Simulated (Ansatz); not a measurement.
# ClH₃S₃Ti: one molecule under many settings

Aim: run ClH₃S₃Ti under a spread of inputs, and see what each costs and gives.

Program: Ansatz 0.2.0, Gaussian basis. Level of theory: the settings change from run to run. These are calculated values, not measurements.

## 1. The geometry

The geometry comes from an earlier relaxation with PBE0-D4 in a triple-zeta def2 set; it is a stationary point, not always the lowest conformer.

SMILES `[SH][Ti]([SH])([SH])[Cl]`, 8 atoms, charge 0, spin multiplicity 1.

Atoms are counted from 1 here; the program's logs count them from 0.

Bond lengths: S1–Ti2 2.273 Å, S1–H6 1.347 Å, Ti2–S3 2.273 Å, Ti2–S4 2.273 Å, Ti2–Cl5 2.174 Å, S3–H7 1.347 Å, S4–H8 1.347 Å. Angles: Ti2–S1–H6 91.3°, S1–Ti2–S3 108.9°, S1–Ti2–S4 108.9°, S1–Ti2–Cl5 110.0°, S3–Ti2–S4 108.9°, S3–Ti2–Cl5 110.0°, S4–Ti2–Cl5 110.0°, Ti2–S3–H7 91.3°, Ti2–S4–H8 91.3°.

## 2. LC-wPBE/def2-mTZVP

Options: charge -1, multiplicity 2.

The input, in.yaml:

```yaml
crystal:
  periodic: [false, false, false]
  atoms:
    - {symbol: S, position_ang: [-1.619347, 1.359946, -0.222389]}
    - {symbol: Ti, position_ang: [0.459839, 0.478852, 0.038813]}
    - {symbol: S, position_ang: [0.492166, -0.788514, 1.925678]}
    - {symbol: S, position_ang: [0.928939, -0.846406, -1.747610]}
    - {symbol: Cl, position_ang: [1.930027, 2.073552, 0.188830]}
    - {symbol: H, position_ang: [-2.137063, 0.477995, 0.653534]}
    - {symbol: H, position_ang: [0.408507, -1.921758, 1.203261]}
    - {symbol: H, position_ang: [-0.370968, -0.890568, -2.096016]}
basis:
  gaussian: {orbitals: def2-mTZVP}
total_charge: -1
magnetization: {spin_polarized: true, initial_magnetization: 1}
hamiltonian: {xc: {name: LC-wPBE}}
```

The run is started by

```sh
$ ansatz run in.yaml --threads 4 --pin off --events-out ev --progress --plain --max-ram 10444MiB
```

Output:

```text
Functional definition: LC-wPBE
  name "LC-wPBE"
  cite "Vydrov & Scuseria, J. Chem. Phys. 125, 234109 (2006) doi:10.1063/1.2409292"
  cite "Heyd & Scuseria, J. Chem. Phys. 120, 7274 (2004) doi:10.1063/1.1668634"
  cite "Ernzerhof & Perdew, J. Chem. Phys. 109, 3313 (1998) doi:10.1063/1.476928"
  cite "Perdew, Burke & Ernzerhof, Phys. Rev. Lett. 77, 3865 (1996) doi:10.1103/PhysRevLett.77.3865"
  parent pbe
  parameter omega = 0.4/bohr
  exchange = pbe_x_sr(omega) + exact_x_lr(omega)
  correlation = pbe_c
1381 factors; their error is unknown
439 factors; integrals over basis functions are off by at most 1.2e-5 eV
mean field evaluation 1: about -68180.2130 eV, gradient 1.8e1 eV
mean field evaluation 2: about -68178.5130 eV, gradient 3.4e1 eV
mean field evaluation 4: about -68182.6613 eV, gradient 1.3e0 eV
mean field evaluation 8: about -68182.6814 eV, gradient 1.4e-1 eV
mean field evaluation 16: about -68182.6434 eV, gradient 2.0e-2 eV
mean field evaluation 32: about -68182.6485 eV, gradient 1.1e-1 eV
mean field evaluation 64: about -68182.1506 eV, gradient 2.9e0 eV
mean field -68182.65379100 eV, -2505.6663109566 hartree, gradient 6.5e-6 eV, S^2 0.753485; 6 other end points of the search recorded, 0 dependent functions left out
reference -68182.65379101 eV, -2505.6663109568 hartree; 46, 45 occupied and 84, 85 virtual orbitals, 1381 factors
Total energy: -68182.65379101 eV, -2505.6663109568 hartree
```

Run time: 30 s. Hardware: 4 threads of Arm Neoverse V2, shared host; peak memory 0.61 GiB.

⟨S²⟩ 0.753.

## 3. r2SCANh/def2-SVPD

Set apart from the defaults: a point charge of 1.00 e beside it.

in.yaml, as its differences from that of step 2:

```diff
@@ -12,5 +12,3 @@
 basis:
-  gaussian: {orbitals: def2-mTZVP}
-total_charge: -1
-magnetization: {spin_polarized: true, initial_magnetization: 1}
-hamiltonian: {xc: {name: LC-wPBE}}
+  gaussian: {orbitals: def2-SVPD, point_charges: [{charge: 1.00, position_ang: [6.078, -0.789, -0.921]}]}
+hamiltonian: {xc: {name: r2SCANh}}
```

Launched as before.

Output, cut to the lines that bear on the results:

```text
Functional definition: r2SCANh
  name "r2SCANh"
  cite "Bursch, Neugebauer, Ehlert & Grimme, J. Chem. Phys. 156, 134105 (2022) doi:10.1063/5.0086040"
  cite "Furness, Kaplan, Ning, Perdew & Sun, J. Phys. Chem. Lett. 11, 8208 (2020) doi:10.1021/acs.jpclett.0c02405"
  cite "Furness, Kaplan, Ning, Perdew & Sun, J. Phys. Chem. Lett. 11, 9248 (2020) doi:10.1021/acs.jpclett.0c03077"
  parent r2scan
[...]
1688 factors; their error is unknown
[...]
mean field -68178.11214073 eV, -2505.4994083878 hartree, gradient 3.0e-5 eV, S^2 0.000000; 0 other end points of the search recorded, 0 dependent functions left out
reference -68178.11216214 eV, -2505.4994091744 hartree; 45, 45 occupied and 121, 121 virtual orbitals, 1688 factors
Total energy: -68178.11216214 eV, -2505.4994091744 hartree
```

Wall time 6.5 s (4 threads of Arm Neoverse V2, shared host); peak memory 0.58 GiB.

## 4. CAM-B3LYP/def2-SVPD

This run has atoms shaken by 0.08 Å.

The input, in.yaml:

```yaml
crystal:
  periodic: [false, false, false]
  atoms:
    - {symbol: S, position_ang: [-1.575262, 1.236205, -0.193627]}
    - {symbol: Ti, position_ang: [0.481151, 0.496803, -0.007628]}
    - {symbol: S, position_ang: [0.517800, -0.817856, 2.118416]}
    - {symbol: S, position_ang: [0.961716, -0.790203, -1.971539]}
    - {symbol: Cl, position_ang: [1.895411, 1.918556, 0.149040]}
    - {symbol: H, position_ang: [-2.060503, 0.433635, 0.632358]}
    - {symbol: H, position_ang: [0.420397, -1.979406, 1.215655]}
    - {symbol: H, position_ang: [-0.398294, -0.947278, -2.141840]}
basis:
  gaussian: {orbitals: def2-SVPD}
hamiltonian: {xc: {name: CAM-B3LYP}}
```

Same command.

Output, cut to the lines that bear on the results:

```text
Functional definition: CAM-B3LYP
  name "CAM-B3LYP"
  cite "Yanai, Tew & Handy, Chem. Phys. Lett. 393, 51 (2004) doi:10.1016/j.cplett.2004.06.011"
  cite "Iikura, Tsuneda, Yanai & Hirao, J. Chem. Phys. 115, 3540 (2001) doi:10.1063/1.1383587"
  cite "Becke, Phys. Rev. A 38, 3098 (1988) doi:10.1103/PhysRevA.38.3098"
  cite "Lee, Yang & Parr, Phys. Rev. B 37, 785 (1988) doi:10.1103/PhysRevB.37.785"
  cite "Vosko, Wilk & Nusair, Can. J. Phys. 58, 1200 (1980) doi:10.1139/p80-159"
[...]
  # Exact exchange under (alpha + beta erf(omega r))/r, Becke's under what is left of 1/r.
[...]
1583 factors; integrals over basis functions are off by at most 1.2e-3 eV
538 factors; integrals over basis functions are off by at most 2.1e-5 eV
[...]
mean field -68182.18482250 eV, -2505.6490766820 hartree, gradient 4.2e-5 eV, S^2 0.000000; 0 other end points of the search recorded, 0 dependent functions left out
reference -68182.18496893 eV, -2505.6490820632 hartree; 45, 45 occupied and 121, 121 virtual orbitals, 1583 factors
Total energy: -68182.18496893 eV, -2505.6490820632 hartree
```

Run time: 4.1 s. Hardware: 4 threads of Arm Neoverse V2, shared host; peak memory 0.67 GiB.

## 5. r2SCAN/def2-mTZVP

Options: charge +1, multiplicity 2, D3(BJ) dispersion, the search for lower states set to full.

The input, in.yaml:

```yaml
crystal:
  periodic: [false, false, false]
  atoms:
    - {symbol: S, position_ang: [-1.619347, 1.359946, -0.222389]}
    - {symbol: Ti, position_ang: [0.459839, 0.478852, 0.038813]}
    - {symbol: S, position_ang: [0.492166, -0.788514, 1.925678]}
    - {symbol: S, position_ang: [0.928939, -0.846406, -1.747610]}
    - {symbol: Cl, position_ang: [1.930027, 2.073552, 0.188830]}
    - {symbol: H, position_ang: [-2.137063, 0.477995, 0.653534]}
    - {symbol: H, position_ang: [0.408507, -1.921758, 1.203261]}
    - {symbol: H, position_ang: [-0.370968, -0.890568, -2.096016]}
basis:
  gaussian: {orbitals: def2-mTZVP}
total_charge: 1
magnetization: {spin_polarized: true, initial_magnetization: 1}
hamiltonian: {xc: {name: r2SCAN}, dispersion: d3bj}
scf: {lower_state_search: full}
output: {forces: true}
```

Launched as before.

Output, cut to the lines that bear on the results:

```text
Warning: the engine holds no damping parameters fitted to this dispersion correction and functional, so the run takes those fitted to r2scan beside the three-body term, which d3bj leaves out (hamiltonian.dispersion, under Limitations)
Functional definition: r2SCAN
  name "r2SCAN"
  cite "Furness, Kaplan, Ning, Perdew & Sun, J. Phys. Chem. Lett. 11, 8208 (2020) doi:10.1021/acs.jpclett.0c02405"
  cite "Furness, Kaplan, Ning, Perdew & Sun, J. Phys. Chem. Lett. 11, 9248 (2020) doi:10.1021/acs.jpclett.0c03077"
  parent r2scan
[...]
1381 factors; their error is unknown
[...]
mean field -68185.65597705 eV, -2505.7766392591 hartree, gradient 4.2e-5 eV, S^2 0.771482; 12 other end points of the search recorded, 0 dependent functions left out
[...]
reference -68185.65599341 eV, -2505.7766398602 hartree; 45, 44 occupied and 85, 86 virtual orbitals, 1381 factors
Total energy: -68185.75734209 eV, -2505.7803643554 hartree
Atom 0 at    -1.619347     1.359946    -0.222389 Å, force    -0.251507     0.731501    -0.136520 eV/Å
Atom 1 at     0.459839     0.478852     0.038813 Å, force     0.776712     0.844521     0.078974 eV/Å
Atom 2 at     0.492166    -0.788514     1.925678 Å, force     0.357463     0.091217     0.694277 eV/Å
Atom 3 at     0.928939    -0.846406    -1.747610 Å, force     0.619330    -0.038882    -0.483378 eV/Å
Atom 4 at     1.930027     2.073552     0.188830 Å, force    -0.375414    -0.407548    -0.038447 eV/Å
Atom 5 at    -2.137063     0.477995     0.653534 Å, force    -0.332376    -0.454232     0.043205 eV/Å
Atom 6 at     0.408507    -1.921758     1.203261 Å, force    -0.342649    -0.428415    -0.133446 eV/Å
Atom 7 at    -0.370968    -0.890568    -2.096016 Å, force    -0.451559    -0.338161    -0.024664 eV/Å
Dipole moment:    -0.635631    -0.689723    -0.064807 e Å
```

It took 48 s on 4 threads of Arm Neoverse V2, shared host; peak memory 0.48 GiB.

Largest force 1.150 eV/Å, ⟨S²⟩ 0.771.

## 6. PBE0-DH/def2-SVP

This run has unrestricted orbitals, coordinates scaled by 1.12.

The input, in.yaml:

```yaml
crystal:
  periodic: [false, false, false]
  atoms:
    - {symbol: S, position_ang: [-1.813669, 1.523140, -0.249076]}
    - {symbol: Ti, position_ang: [0.515020, 0.536315, 0.043471]}
    - {symbol: S, position_ang: [0.551226, -0.883135, 2.156760]}
    - {symbol: S, position_ang: [1.040412, -0.947975, -1.957323]}
    - {symbol: Cl, position_ang: [2.161630, 2.322378, 0.211489]}
    - {symbol: H, position_ang: [-2.393511, 0.535354, 0.731958]}
    - {symbol: H, position_ang: [0.457528, -2.152369, 1.347652]}
    - {symbol: H, position_ang: [-0.415484, -0.997437, -2.347538]}
basis:
  gaussian: {orbitals: def2-SVP}
magnetization: {spin_polarized: true, initial_magnetization: 0}
hamiltonian: {xc: {name: PBE0-DH}}
```

The command is unchanged.

Output, cut to the lines that bear on the results:

```text
Functional definition: PBE0-DH
  name "PBE0-DH"
  cite "Brémond & Adamo, J. Chem. Phys. 135, 024106 (2011) doi:10.1063/1.3604569"
  cite "Perdew, Burke & Ernzerhof, Phys. Rev. Lett. 77, 3865 (1996) doi:10.1103/PhysRevLett.77.3865"
[...]
1147 factors; integrals over basis functions are off by at most 1.1e-3 eV
[...]
mean field -68149.10028613 eV, -2504.4332423960 hartree, gradient 1.8e-6 eV, S^2 0.000000; 6 other end points of the search recorded, 0 dependent functions left out
25 core orbitals not correlated: weight in the atoms' cores, before any rotation towards them, 1.000 or more for the frozen orbitals, at most 0.000 for the correlated occupied ones
reference -68149.10033250 eV, -2504.4332441002 hartree; 20, 20 occupied and 73, 73 virtual orbitals, 1147 factors
second order -33.43097280 eV of doubles, -0.00000000 eV of singles
Total energy: -68153.27920410 eV, -2504.5868147989 hartree
```

Run time: 17 s. Hardware: 4 threads of Arm Neoverse V2, shared host; peak memory 0.76 GiB.

⟨S²⟩ 0.000.

## 7. BHLYP/ANO-RCC-VTZP

Set apart from the defaults: a point charge of 2.00 e beside it.

The input, in.yaml:

```yaml
crystal:
  periodic: [false, false, false]
  atoms:
    - {symbol: S, position_ang: [-1.619347, 1.359946, -0.222389]}
    - {symbol: Ti, position_ang: [0.459839, 0.478852, 0.038813]}
    - {symbol: S, position_ang: [0.492166, -0.788514, 1.925678]}
    - {symbol: S, position_ang: [0.928939, -0.846406, -1.747610]}
    - {symbol: Cl, position_ang: [1.930027, 2.073552, 0.188830]}
    - {symbol: H, position_ang: [-2.137063, 0.477995, 0.653534]}
    - {symbol: H, position_ang: [0.408507, -1.921758, 1.203261]}
    - {symbol: H, position_ang: [-0.370968, -0.890568, -2.096016]}
basis:
  gaussian: {orbitals: ANO-RCC-VTZP, point_charges: [{charge: 2.00, position_ang: [5.504, 0.539, -0.026]}]}
hamiltonian: {xc: {name: BHLYP}}
output: {forces: true}
```

The command is unchanged.

Output, cut to the lines that bear on the results:

```text
Functional definition: BHLYP
  name "BHLYP"
  cite "Becke, J. Chem. Phys. 98, 1372 (1993) doi:10.1063/1.464304"
  cite "Becke, Phys. Rev. A 38, 3098 (1988) doi:10.1103/PhysRevA.38.3098"
  cite "Lee, Yang & Parr, Phys. Rev. B 37, 785 (1988) doi:10.1103/PhysRevB.37.785"
[...]
1538 factors; integrals over basis functions are off by at most 1.3e-3 eV
[...]
mean field -68446.20578792 eV, -2515.3516682014 hartree, gradient 1.8e-5 eV, S^2 0.000000; 0 other end points of the search recorded, 0 dependent functions left out
[...]
reference -68446.20600940 eV, -2515.3516763407 hartree; 45, 45 occupied and 192, 192 virtual orbitals, 1538 factors
Total energy: -68446.20600940 eV, -2515.3516763407 hartree
Relativity: scalar
Atom 0 at    -1.619347     1.359946    -0.222389 Å, force     0.482570    -0.371678     0.206615 eV/Å
Atom 1 at     0.459839     0.478852     0.038813 Å, force    -1.787143    -0.765414    -0.071957 eV/Å
Atom 2 at     0.492166    -0.788514     1.925678 Å, force     0.197888    -0.146428    -0.259625 eV/Å
Atom 3 at     0.928939    -0.846406    -1.747610 Å, force    -0.148742     0.046016     0.030711 eV/Å
Atom 4 at     1.930027     2.073552     0.188830 Å, force     1.650167     0.679673     0.046863 eV/Å
Atom 5 at    -2.137063     0.477995     0.653534 Å, force     0.009379     0.187908    -0.112717 eV/Å
Atom 6 at     0.408507    -1.921758     1.203261 Å, force    -0.018321     0.148235     0.189001 eV/Å
Atom 7 at    -0.370968    -0.890568    -2.096016 Å, force     0.278623    -0.036419    -0.069905 eV/Å
Dipole moment:    -1.384044    -0.399747    -0.016372 e Å
```

Run time: 25 s. Hardware: 4 threads of Arm Neoverse V2, shared host; peak memory 0.96 GiB.

Largest force 1.945 eV/Å, dipole 6.92 D.

## 8. r2SCAN50/cc-pVTZ

Set apart from the defaults: coordinates scaled by 0.92, D3(BJ) with three-body dispersion.

The input, in.yaml:

```yaml
crystal:
  periodic: [false, false, false]
  atoms:
    - {symbol: S, position_ang: [-1.489800, 1.251150, -0.204598]}
    - {symbol: Ti, position_ang: [0.423052, 0.440544, 0.035708]}
    - {symbol: S, position_ang: [0.452792, -0.725433, 1.771624]}
    - {symbol: S, position_ang: [0.854624, -0.778694, -1.607801]}
    - {symbol: Cl, position_ang: [1.775625, 1.907668, 0.173723]}
    - {symbol: H, position_ang: [-1.966098, 0.439755, 0.601251]}
    - {symbol: H, position_ang: [0.375827, -1.768018, 1.107000]}
    - {symbol: H, position_ang: [-0.341290, -0.819323, -1.928335]}
basis:
  gaussian: {orbitals: cc-pVTZ}
hamiltonian: {xc: {name: r2SCAN50}, dispersion: d3bjatm}
output: {forces: true}
```

The command is unchanged.

Output, cut to the lines that bear on the results:

```text
Functional definition: r2SCAN50
  name "r2SCAN50"
  cite "Bursch, Neugebauer, Ehlert & Grimme, J. Chem. Phys. 156, 134105 (2022) doi:10.1063/5.0086040"
  cite "Furness, Kaplan, Ning, Perdew & Sun, J. Phys. Chem. Lett. 11, 8208 (2020) doi:10.1021/acs.jpclett.0c02405"
  cite "Furness, Kaplan, Ning, Perdew & Sun, J. Phys. Chem. Lett. 11, 9248 (2020) doi:10.1021/acs.jpclett.0c03077"
  parent r2scan
[...]
2183 factors; their error is unknown
[...]
mean field -68192.40699256 eV, -2506.0247345031 hartree, gradient 7.7e-5 eV, S^2 0.000000; 0 other end points of the search recorded, 0 dependent functions left out
[...]
reference -68192.40700318 eV, -2506.0247348934 hartree; 45, 45 occupied and 201, 201 virtual orbitals, 2183 factors
Total energy: -68192.56078892 eV, -2506.0303864150 hartree
Atom 0 at    -1.489800     1.251150    -0.204598 Å, force    -2.259614     3.843555    -2.668394 eV/Å
Atom 1 at     0.423052     0.440544     0.035708 Å, force    -0.361880    -0.392621    -0.037488 eV/Å
Atom 2 at     0.452792    -0.725433     1.771624 Å, force     0.332745     0.723520     5.135083 eV/Å
Atom 3 at     0.854624    -0.778694    -1.607801 Å, force     4.176244    -2.135281    -2.234199 eV/Å
Atom 4 at     1.775625     1.907668     0.173723 Å, force     3.127804     3.392803     0.319159 eV/Å
Atom 5 at    -1.966098     0.439755     0.601251 Å, force    -1.442237    -2.249578     2.244208 eV/Å
Atom 6 at     0.375827    -1.768018     1.107000 Å, force    -0.229044    -2.993161    -1.778827 eV/Å
Atom 7 at    -0.341290    -0.819323    -1.928335 Å, force    -3.344018    -0.189237    -0.979541 eV/Å
Dipole moment:    -0.242928    -0.263069    -0.024838 e Å
```

Run time: 16 s. Hardware: 4 threads of Arm Neoverse V2, shared host; peak memory 1.2 GiB.

Largest force 5.196 eV/Å, dipole 1.72 D.

## 9. HSE06/aug-pcseg-2

Options: multiplicity 3, D3(BJ) with three-body dispersion.

The input, in.yaml:

```yaml
crystal:
  periodic: [false, false, false]
  atoms:
    - {symbol: S, position_ang: [-1.619347, 1.359946, -0.222389]}
    - {symbol: Ti, position_ang: [0.459839, 0.478852, 0.038813]}
    - {symbol: S, position_ang: [0.492166, -0.788514, 1.925678]}
    - {symbol: S, position_ang: [0.928939, -0.846406, -1.747610]}
    - {symbol: Cl, position_ang: [1.930027, 2.073552, 0.188830]}
    - {symbol: H, position_ang: [-2.137063, 0.477995, 0.653534]}
    - {symbol: H, position_ang: [0.408507, -1.921758, 1.203261]}
    - {symbol: H, position_ang: [-0.370968, -0.890568, -2.096016]}
basis:
  gaussian: {orbitals: aug-pcseg-2}
magnetization: {spin_polarized: true, initial_magnetization: 2}
hamiltonian: {xc: {name: HSE06}, dispersion: d3bjatm}
output: {forces: true}
```

Same command.

Output, cut to the lines that bear on the results:

```text
Functional definition: HSE06
  name "HSE06"
  cite "Heyd, Scuseria & Ernzerhof, J. Chem. Phys. 118, 8207 (2003) doi:10.1063/1.1564060"
  cite "Krukau, Vydrov, Izmaylov & Scuseria, J. Chem. Phys. 125, 224106 (2006) doi:10.1063/1.2404663"
  cite "Heyd & Scuseria, J. Chem. Phys. 120, 7274 (2004) doi:10.1063/1.1668634"
  cite "Ernzerhof & Perdew, J. Chem. Phys. 109, 3313 (1998) doi:10.1063/1.476928"
  cite "Perdew, Burke & Ernzerhof, Phys. Rev. Lett. 77, 3865 (1996) doi:10.1103/PhysRevLett.77.3865"
  parent pbe
[...]
  # The whole range is PBE's own exchange, as in plane waves. The composition of these papers is wPBEh.
[...]
2086 factors; their error is unknown
179 factors; integrals over basis functions are off by at most 1.2e-6 eV
[...]
mean field -68176.13440090 eV, -2505.4267277896 hartree, gradient 2.0e-7 eV, S^2 2.010262; 10 other end points of the search recorded, 0 dependent functions left out
[...]
reference -68176.13448867 eV, -2505.4267310150 hartree; 46, 44 occupied and 304, 306 virtual orbitals, 2086 factors
Total energy: -68176.43706248 eV, -2505.4378503974 hartree
Atom 0 at    -1.619347     1.359946    -0.222389 Å, force    -1.340407     0.685495     0.036961 eV/Å
Atom 1 at     0.459839     0.478852     0.038813 Å, force     0.418125     0.925216     0.662452 eV/Å
Atom 2 at     0.492166    -0.788514     1.925678 Å, force     0.285235    -0.660963     0.821531 eV/Å
Atom 3 at     0.928939    -0.846406    -1.747610 Å, force     0.542365    -0.977538    -1.360005 eV/Å
Atom 4 at     1.930027     2.073552     0.188830 Å, force     0.700093     0.642176    -0.074983 eV/Å
Atom 5 at    -2.137063     0.477995     0.653534 Å, force    -0.177129    -0.227881    -0.217599 eV/Å
Atom 6 at     0.408507    -1.921758     1.203261 Å, force    -0.327458    -0.221106     0.118405 eV/Å
Atom 7 at    -0.370968    -0.890568    -2.096016 Å, force    -0.100824    -0.165398     0.013238 eV/Å
Dipole moment:    -0.462622    -0.530915    -0.096170 e Å
```

It took 6.2 min on 4 threads of Arm Neoverse V2, shared host; peak memory 3.6 GiB.

Largest force 1.760 eV/Å, dipole 3.41 D, ⟨S²⟩ 2.010.

## 10. The runs in one table

```csv
level,charge,multiplicity,geometry,functions,energy (eV),time
LC-wPBE/def2-mTZVP,-1,2,relaxed,130,-68182.654,30 s
r2SCANh/def2-SVPD,0,1,"relaxed, point charge",166,-68178.112,6.5 s
CAM-B3LYP/def2-SVPD,0,1,shaken,166,-68182.185,4.1 s
r2SCAN/def2-mTZVP,1,2,relaxed,130,-68185.757,48 s
PBE0-DH/def2-SVP,0,1,scaled,118,-68153.279,17 s
BHLYP/ANO-RCC-VTZP,0,1,"relaxed, point charge",237,-68446.206,25 s
r2SCAN50/cc-pVTZ,0,1,scaled,246,-68192.561,16 s
HSE06/aug-pcseg-2,0,3,relaxed,350,-68176.437,6.2 min
```

## 11. What came out

```
quantity                       value
    runs                           8
quickest  CAM-B3LYP/def2-SVPD, 4.1 s
 slowest  HSE06/aug-pcseg-2, 6.2 min
```

The runs differ in state or geometry as well as level, so their energies can't be set against each other. HSE06/aug-pcseg-2 took 91 times as long as CAM-B3LYP/def2-SVPD. The jobs differ in tasks and options as well as level.
